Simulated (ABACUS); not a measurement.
HfGe under changes of volume

One of the cells (23.514 Å³/atom); the others are scaled copies at fixed shape and fractional positions:

```
Hf Ge
1.0
     3.93351    0.00000    0.00000
    -1.96675    3.40652    0.00000
     0.00000    0.00000    3.50962
Hf Ge
1 1
Direct
  0.00000 0.00000 0.50000
  0.33333 0.66667 0.50000
```

The cell was built by a generator and needn't be a form met in nature.

| Item | Value |
| --- | --- |
| Program | ABACUS 3.10.1 |
| Functional | PBE |
| Potentials or basis | PseudoDojo NC SR 0.4.1 PBE standard |
| Cutoff | 1075 eV |
| Density cutoff | 4299 eV |
| Basis | plane waves |
| k mesh | 8 × 8 × 8 |
| Occupations | fermi-dirac, width 0.05 eV |
| Spin | no spin polarisation |

```csv
volume (Å³/atom),energy over the lowest point (meV/atom),pressure (GPa)
22.103,667.60,48.4
22.573,531.11,44.5
23.043,?,?
23.514,290.65,37.5
23.984,185.13,34.4
24.454,88.47,31.5
24.925,0.00,28.8
```

Question: What does the run at 23.043 Å³/atom give?

Answer: Energy over the lowest point 405.73 meV/atom; pressure 40.9 GPa.

Worked out: A Birch-Murnaghan fit of order 3 (a polynomial in V^(-2/3)) to the other rows has no minimum within the range. It gives 405.85 meV/atom at 23.043 Å³/atom, against the run's 405.73, and -dE/dV = 40.9 GPa, against 40.9.

Energies are extrapolated to zero smearing.
